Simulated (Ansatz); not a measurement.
NiMoIrPdW:

```
Ni Mo Pd Ir W
1.0
    -1.37004    1.37004    9.71647
     1.37004   -1.37004    9.71647
     1.37004    1.37004   -9.71647
Ni Mo Pd Ir W
1 1 1 1 1
Direct
  0.19862 0.19862 0.00000
  0.60922 0.60922 0.00000
  0.79310 0.79310 0.00000
  0.39944 0.39944 0.00000
  0.99565 0.99565 0.00000
```

The cell was built by a generator and needn't be a form met in nature.

Base run:

| Property | Result |
| --- | --- |
| Program | Ansatz 0.2.0 |
| Functional | PBEsol |
| Potentials or basis | Ansatz PAW |
| Cutoff | 420 eV |
| Density cutoff | 1680 eV |
| k mesh | 13 × 13 × 13 |
| Occupations | fermi-dirac, width 0.05 eV |
| Spin | collinear spin, ferromagnetic start |
| Starting moments | [1.0, 1.0, 0.0, 0.6, 0.0] μB |

Its results: band gap on the k mesh none (metal or under the smearing width); pressure -9.2 GPa; net moment 0.00 μB per cell; largest force 0.160 eV/Å.

**Question.** The run is repeated on the same cell with these changes: functional from PBEsol to LDA. What comes out?

**Answer.** Band gap on the k mesh none (metal or under the smearing width); pressure -14.7 GPa; net moment 0.00 μB per cell; largest force 0.264 eV/Å.

LDA binds more tightly than PBEsol, so the same cell stands under less pressure.

Caveats: the PAW data sets come from PBE, with cores solved anew for the run's functional, which leaves a small shift of forces and pressure.

Not every run made on this cell is shown here.
